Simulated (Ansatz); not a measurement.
# Li4Mo: the cost of one run

Program: Ansatz 0.2.0. Level of theory: DFT PBE, scalar-relativistic, plane waves, PAW. These are calculated values, not measurements.

## (1) Starting point

The structure is hexagonal, space group P6mm (No. 183). The conventional cell has a = 4.121 Å, b = 4.121 Å, c = 5.023 Å, α = 90.00°, β = 90.00°, γ = 120.00°. Li (site symmetry 2mm) has 6 Li at 2.06 to 2.08 Å as nearest neighbours. Around Li (site symmetry 6mm) lie 6 Li at 2.08 Å and 1 Mo at 2.38 Å. Mo (site symmetry 6mm) has 2 Li at 2.38 to 2.65 Å as nearest neighbours.

Coordinates:

```cif
data_structure
_symmetry_space_group_name_H-M 'P6mm'
_symmetry_Int_Tables_number 183
_cell_length_a 4.1212
_cell_length_b 4.1212
_cell_length_c 5.0229
_cell_angle_alpha 90.000
_cell_angle_beta 90.000
_cell_angle_gamma 120.000
_cell_volume 73.88
loop_
_atom_site_label
_atom_site_type_symbol
_atom_site_symmetry_multiplicity
_atom_site_Wyckoff_symbol
_atom_site_fract_x
_atom_site_fract_y
_atom_site_fract_z
_atom_site_occupancy
Li1 Li 3 c 0.50000 0.00000 0.87244 1
Li2 Li 1 a 0.00000 0.00000 0.81540 1
Mo1 Mo 1 a 0.00000 0.00000 0.28861 1
```

The cell is invented: random cell by space group and Wyckoff sites (P6mm, No. 183). Lengths come from tabulated atomic sizes and are only a guess.

## (2) The guess as it stands, on a coarse mesh

The input, input.yaml:

```yaml
crystal:
  lattice:
    - [4.12115542, 0.0, 0.0]
    - [-2.06057771, 3.56902529, 0.0]
    - [0.0, 0.0, 5.02286868]
  atoms:
    - { symbol: Li, position: [0.5, 0.0, 0.87243685] }
    - { symbol: Li, position: [0.0, 0.5, 0.87243685] }
    - { symbol: Li, position: [0.5, 0.5, 0.87243685] }
    - { symbol: Li, position: [0.0, 0.0, 0.81540209] }
    - { symbol: Mo, position: [0.0, 0.0, 0.28861163] }
basis:
  ecutwfc: 420
kpoints:
  mp_grid: { grid: [6, 6, 4] }
hamiltonian:
  xc: pbe
scf:
  occupations: { method: gaussian, width: 0.1 }
  lower_state_search: "off"
output:
  forces: true
  stress: true
  eigenvalues: true
```

Started as:

```sh
$ ansatz run input.yaml --threads 1 --pin off --max-ram 2560MiB --backend cpu --events-out ev --progress --plain --runs-dir out
```

**Question.** How long does this run take on 1 thread of Arm Neoverse V1, shared host, and how much memory does it need?

About 2.7 s, with a peak of 0.33 GiB.
